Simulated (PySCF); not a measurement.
**C₅H₇F₂Si₂+: electronic excitations**

Wanted: the electronic excitations of C₅H₇F₂Si₂+ (`F[SiH](F)C1=CC=CC[SiH+]1`), by calculation.

The runs use PySCF 2.14.0, with density-fitted response routines of our own; the level of theory stands in each step. All values are computed, except where a source is named. Atoms count from 0, in the outputs and in this text.

## 1. The molecule as given

16 atoms, charge 1, multiplicity 1; geometry from: GFN2-xTB.

Bonds of the start (Å): F0–Si1 1.59, Si1–F2 1.59, Si1–C3 1.91, C3–C4 1.37, C4–C5 1.44, C5–C6 1.34, C6–C7 1.50, C7–Si8 1.89, Si8–C3 1.85, Si1–H9 1.43, C4–H10 1.08, C5–H11 1.08, C6–H12 1.08, C7–H13 1.10, C7–H14 1.10, Si8–H15 1.45.

## 2. Ultraviolet spectrum: PBE0/def2-SVPD

Job settings and geometry (Å):

```
{"job": {"kind": "uv", "xc": "PBE0", "basis": "def2-SVPD", "nstates": 8, "ntriplets": 3}, "charge": 1, "multiplicity": 1}
F      3.078539     1.495049    -0.640758
Si     2.812236     0.106295     0.094815
F      3.042203     0.499446     1.622119
C      0.912856    -0.061348    -0.011068
C      0.278651    -1.161918    -0.512095
C     -1.136214    -1.376707    -0.633623
C     -2.115374    -0.530403    -0.272963
C     -1.952272     0.826635     0.334756
Si    -0.147822     1.327202     0.588666
H      3.650886    -0.962569    -0.360155
H      0.890353    -1.982129    -0.866246
H     -1.423223    -2.325803    -1.063606
H     -3.141927    -0.833976    -0.427399
H     -2.484625     1.543406    -0.301252
H     -2.514345     0.842482     1.275763
H      0.242476     2.603283     1.161637
```

With the program's defaults for keys left out, this is: TDDFT PBE0/def2-SVPD, vertical, gas phase, core orbitals frozen in the response.

Run with:

```console
$ OMP_NUM_THREADS=1 python probes_run.py task.json out
```

This one command runs all jobs of the session in turn.

The log of the run:

```text
coarse grid: 15192 points
cycle   1  E = -971.8650451416  dE =  1.329e+00  |g| = 7.381e-01  |ddm| = 8.598e+00
cycle   2  E = -971.7514091176  dE =  1.136e-01  |g| = 1.091e+00  |ddm| = 2.679e+00
cycle   3  E = -971.9805895064  dE = -2.292e-01  |g| = 7.058e-02  |ddm| = 1.511e+00
cycle   4  E = -971.9812339212  dE = -6.444e-04  |g| = 4.557e-02  |ddm| = 3.098e-01
cycle   5  E = -971.9817397522  dE = -5.058e-04  |g| = 1.305e-02  |ddm| = 1.152e-01
cycle   6  E = -971.9817866420  dE = -4.689e-05  |g| = 3.675e-03  |ddm| = 3.861e-02
cycle   7  E = -971.9817905600  dE = -3.918e-06  |g| = 9.327e-04  |ddm| = 8.594e-03
final grid: 140704 points
cycle   8  E = -972.1071320362  dE = -2.639e-05  |g| = 6.329e-03  |ddm| = 1.257e-01
cycle   9  E = -972.1071224428  dE =  9.593e-06  |g| = 8.449e-03  |ddm| = 3.375e-02
cycle  10  E = -972.1071433406  dE = -2.090e-05  |g| = 9.864e-04  |ddm| = 2.101e-02
cycle  11  E = -972.1071436158  dE = -2.753e-07  |g| = 3.183e-04  |ddm| = 3.159e-03
cycle  12  E = -972.1071436413  dE = -2.546e-08  |g| = 1.001e-04  |ddm| = 7.564e-04
cycle  13  E = -972.1071436439  dE = -2.618e-09  |g| = 3.534e-05  |ddm| = 3.146e-04
cycle  14  E = -972.1071436443  dE = -3.597e-10  |g| = 1.015e-05  |ddm| = 1.116e-04
converged SCF energy = -972.1071436443

Static polarisability (au): isotropic 100.168, principal 64.127 108.830 127.547

Singlet excitations
state   eV       nm        f      main configurations
  1   3.3604    369.0   0.08671   H->L 0.98
  2   3.7179    333.5   0.00022   H-1->L 0.99
  3   5.2311    237.0   0.07472   H->L+1 0.70, H-2->L 0.27
  4   5.3680    231.0   0.00014   H-4->L 0.74, H-3->L 0.23
  5   5.5090    225.1   0.00119   H-3->L 0.41, H-1->L+1 0.36, H-4->L 0.18
  6   5.5246    224.4   0.00030   H-1->L+1 0.61, H-3->L 0.28
  7   5.8310    212.6   0.23520   H-2->L 0.68, H->L+1 0.24
  8   6.3278    195.9   0.00000   H-6->L 0.81, H-8->L 0.11

Triplet excitations (Tamm-Dancoff, eV): 2.1930 3.4928 3.6331
```

Run time: 66 s. Hardware: 1 thread of Arm Neoverse V1, shared host; peak memory 1 GiB.

The orbitals next to the gap, with their largest atomic shares:

```
orbital      eV                        atoms
 HOMO−3  -14.81   H9 14 %, Si1 12 %, C7 12 %
 HOMO−2  -14.52    C4 30 %, C3 21 %, C5 20 %
 HOMO−1  -13.20  C3 26 %, Si1 15 %, Si8 10 %
   HOMO  -12.20    C6 24 %, C5 22 %, C3 22 %
   LUMO   -8.07   Si8 39 %, C4 16 %, C3 11 %
 LUMO+1   -6.22   C3 22 %, C6 17 %, Si8 16 %
 LUMO+2   -4.49  Si8 42 %, H15 16 %, C7 13 %
```

With each of the 8 states as a Gaussian band of 0.4 eV half-width at 1/e, the curve within the window shown has maxima at 369 nm (ε 3,500), 213 nm (ε 9,900) L/(mol cm). Beyond the last state computed it falls off for lack of states. The curve at chosen wavelengths:

| nm | ε (L/mol/cm) |
| --- | --- |
| 187 | 180 |
| 197 | 2535 |
| 208 | 8727 |
| 218 | 9229 |
| 229 | 5713 |
| 239 | 3731 |
| 250 | 1991 |
| 260 | 800 |
| 271 | 205 |
| 281 | 49 |
| 292 | 35 |
| 302 | 115 |
| 313 | 377 |
| 323 | 853 |
| 334 | 1635 |
| 344 | 2435 |
| 355 | 3158 |
| 365 | 3488 |
| 376 | 3426 |
| 386 | 3058 |
| 397 | 2466 |
| 407 | 1892 |
| 418 | 1326 |
| 428 | 914 |
| 439 | 581 |
| 449 | 372 |

Leading natural transition orbitals of singlet state 7: the hole lies on C3, C4 about 29 % each; C5 15 %; the particle on Si8 51 %; H15 12 %; C4 10 %.

Leading natural transition orbitals of singlet state 1: the hole lies on C3, C5, C6 about 25 % each; Si8 9 %; the particle on Si8 46 %; C4 15 %; H15 10 %.

Ground-state properties from the same run:

```
           property  computed
polarisability (Å³)     14.84
 HOMO–LUMO gap (eV)      4.13
      −ε(HOMO) (eV)     12.20
```

Orbitals, density, ELF and potential are computed afterwards from the orbital file.

Frontier orbitals at PBE0/def2-SVPD, with the share of their density that lies nearest to each atom:

```
orbital  energy (eV)                               lies on
   HOMO       -12.20  C3, C5, C6 about 24 % each; Si8 10 %
   LUMO        -8.07            Si8 43 %; C4 16 %; H15 9 %
```

ELF in a plane through or near 12 of the atoms.

Values, 10 rows by 14 columns:
```
0.00 0.00 0.00 0.00 0.00 0.00 0.00 0.00 0.00 0.00 0.00 0.00 0.00 0.00
0.00 0.00 0.00 0.00 0.00 0.00 0.26 0.09 0.00 0.00 0.00 0.00 0.00 0.00
0.00 0.00 0.00 0.00 0.00 0.62 1.00 0.99 0.05 0.01 0.01 0.00 0.00 0.00
0.00 0.00 0.00 0.00 0.00 0.07 0.81 0.10 0.63 0.41 0.18 0.02 0.00 0.00
0.00 0.00 0.01 0.17 0.14 0.31 0.78 0.12 0.90 0.17 0.27 0.01 0.00 0.00
0.00 0.01 0.47 0.12 0.68 0.95 0.20 0.28 0.23 0.48 0.96 0.96 0.00 0.00
0.00 0.04 1.00 1.00 0.69 0.04 0.55 0.59 0.51 0.48 0.65 0.89 0.00 0.00
0.00 0.00 0.15 0.60 0.01 0.67 1.00 0.11 0.95 0.99 0.02 0.00 0.00 0.00
0.00 0.00 0.00 0.00 0.00 0.00 0.09 0.00 0.24 0.41 0.00 0.00 0.00 0.00
0.00 0.00 0.00 0.00 0.00 0.00 0.00 0.00 0.00 0.00 0.00 0.00 0.00 0.00
```
The map spans 12.3 Å across and 10.9 Å up, centred on the molecule. Atoms in the plane (x, y in Å): Si1 (-2.8, -0.1), C3 (-0.9, -0.1), C4 (-0.2, -1.3), C5 (1.2, -1.4), C6 (2.2, -0.4), C7 (1.9, 1.0), Si8 (0.0, 1.5), H9 (-3.6, -1.3), H10 (-0.7, -2.2), H11 (1.6, -2.5), H12 (3.2, -0.7), H15 (-0.4, 2.8).

On the surface of density 0.002 e/bohr³ the electrostatic potential runs, from the 1st to the 99th percentile, from 2.03 V near F2 to 6.93 V near Si8.

## 3. Results

| quantity | value |
| --- | --- |
| lowest singlet (PBE0/def2-SVPD) | 3.36 eV (369 nm), f = 0.087 |
| brightest single state of those computed | state 7, 5.83 eV, f = 0.235 |
| lowest triplet | 2.19 eV |

What this shows: The first singlet state (HOMO→LUMO 0.98) lies at 3.36 eV and is bright; of the 8 states computed, the strongest absorption comes from state 7 at 5.83 eV. The lowest triplet lies 1.17 eV below the lowest singlet (triplets in Tamm-Dancoff, singlets in full TDDFT). At PBE0/def2-SVPD, counted by nearest atom on the grid, the HOMO lies on C3, C5, C6 about 24 % each; Si8 10 %, the LUMO on Si8 43 %; C4 16 %.
